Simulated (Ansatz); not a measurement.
# CH5BN2Si: up Jacob's ladder to CCSD(T)

One table from this session's results is given with a row withheld; the runs are named, their logs left out.

The runs use Ansatz 0.2.0, Gaussian basis; functionals in def2-TZVPP, the program's frozen cores in correlated methods.

Levels to be run: LDA (SPW92), PBE-D4, revPBE-D4, BLYP-D4, r2SCAN-D4, B97M-V, PBE0-D4, B3LYP-D4, r2SCANh-D4, r2SCAN0-D4, HSE06-D4, BHLYP-D4, CAM-B3LYP-D4, LC-ωPBE, ωB97X-V, ωB97M-V, B2PLYP, PBE-QIDH; CCSD(T)/def2-SVP; CCSD(T)/def2-TZVPP; MP2/def2-QZVPP; extrapolation to the limit; RPA on PBE.

## The relaxed structure

An earlier PBE0-D4 in a triple-zeta def2 set relaxation fixed the geometry.

10 atoms, charge 0, spin multiplicity 1.

Atoms are counted from 1 here; the program's logs count them from 0.

Bond lengths: Si1–B2 2.012 Å, Si1–H6 1.491 Å, Si1–H7 1.488 Å, Si1–H8 1.484 Å, B2–N3 1.463 Å, B2–C4 1.718 Å, B2–N5 1.501 Å, N3–C4 1.302 Å, C4–N5 1.401 Å, C4–H9 1.094 Å, N5–H10 1.016 Å. Angles: B2–Si1–H6 108.4°, B2–Si1–H7 110.7°, B2–Si1–H8 111.6°, H6–Si1–H7 107.8°, H6–Si1–H8 109.0°, H7–Si1–H8 109.2°, Si1–B2–N3 130.9°, Si1–B2–C4 149.4°, Si1–B2–N5 130.9°, N3–B2–C4 47.5°, N3–B2–N5 94.7°, C4–B2–N5 51.0°, B2–N3–C4 76.6°, B2–C4–N3 55.9°, B2–C4–N5 56.5°, B2–C4–H9 152.9°, N3–C4–N5 107.5°, N3–C4–H9 128.0° and more.

Set-up of the first run:

The input, in.yaml:

```yaml
crystal:
  periodic: [false, false, false]
  atoms:
    - {symbol: Si, position_ang: [-1.050472, -1.278986, -0.532607]}
    - {symbol: B, position_ang: [0.488422, -0.209741, 0.199499]}
    - {symbol: N, position_ang: [0.897594, 0.060273, 1.577887]}
    - {symbol: C, position_ang: [1.065661, 1.206297, 0.982950]}
    - {symbol: N, position_ang: [1.244424, 0.949511, -0.382642]}
    - {symbol: H, position_ang: [-2.242497, -0.388219, -0.617582]}
    - {symbol: H, position_ang: [-0.747230, -1.767037, -1.905643]}
    - {symbol: H, position_ang: [-1.373840, -2.437160, 0.337646]}
    - {symbol: H, position_ang: [0.937386, 2.208832, 1.402740]}
    - {symbol: H, position_ang: [0.863651, 1.605031, -1.059347]}
basis:
  gaussian: {orbitals: def2-TZVPP}
hamiltonian: {xc: lda}
output: {orbitals: {seedname: orbitals}}
```

Run with:

```sh
ansatz run in.yaml --threads 2 --pin off --events-out ev --progress --plain --max-ram 4352MiB
```

Steps of the session up to this table: LDA; PBE-D4 (GGA); revPBE-D4 (GGA); BLYP-D4 (GGA); r2SCAN-D4 (meta-GGA); B97M-V (meta-GGA); B3LYP-D4 (hybrid); r2SCANh-D4 (hybrid); r2SCAN0-D4 (hybrid); HSE06-D4 (hybrid); BHLYP-D4 (hybrid); CAM-B3LYP-D4 (range-separated); LC-ωPBE (range-separated); ωB97X-V (range-separated); ωB97M-V (range-separated); B2PLYP (double hybrid); PBE-QIDH (double hybrid).

One table of the session follows, with a row left open; its other results are not shown here.

It belongs to the step «Frontier levels by functional». 

| functional | HOMO (eV) | gap (eV) |
| --- | --- | --- |
| LDA (SPW92) | -6.50 | 3.92 |
| PBE-D4 | -6.35 | 4.02 |
| revPBE-D4 | -6.29 | 4.07 |
| BLYP-D4 | -6.20 | 4.03 |
| r2SCAN-D4 | -6.60 | 4.55 |
| B97M-V | -6.71 | 4.64 |
| PBE0-D4 | -7.64 | 6.33 |
| B3LYP-D4 | -7.39 | 5.87 |
| r2SCANh-D4 | -7.08 | 5.40 |
| r2SCAN0-D4 | -7.81 | 6.66 |
| HSE06-D4 | ? | ? |
| BHLYP-D4 | -8.77 | 8.57 |
| CAM-B3LYP-D4 | -8.98 | 8.81 |
| LC-ωPBE | -10.35 | 11.34 |
| ωB97X-V | -9.98 | 10.89 |
| ωB97M-V | -9.91 | 10.61 |

**Question.** Estimate the row for HSE06-D4.

**Answer.** HOMO (eV): -7.23; gap (eV): 5.54. In the column «HOMO (eV)» it lies between B3LYP-D4 (-7.39) and r2SCANh-D4 (-7.08).
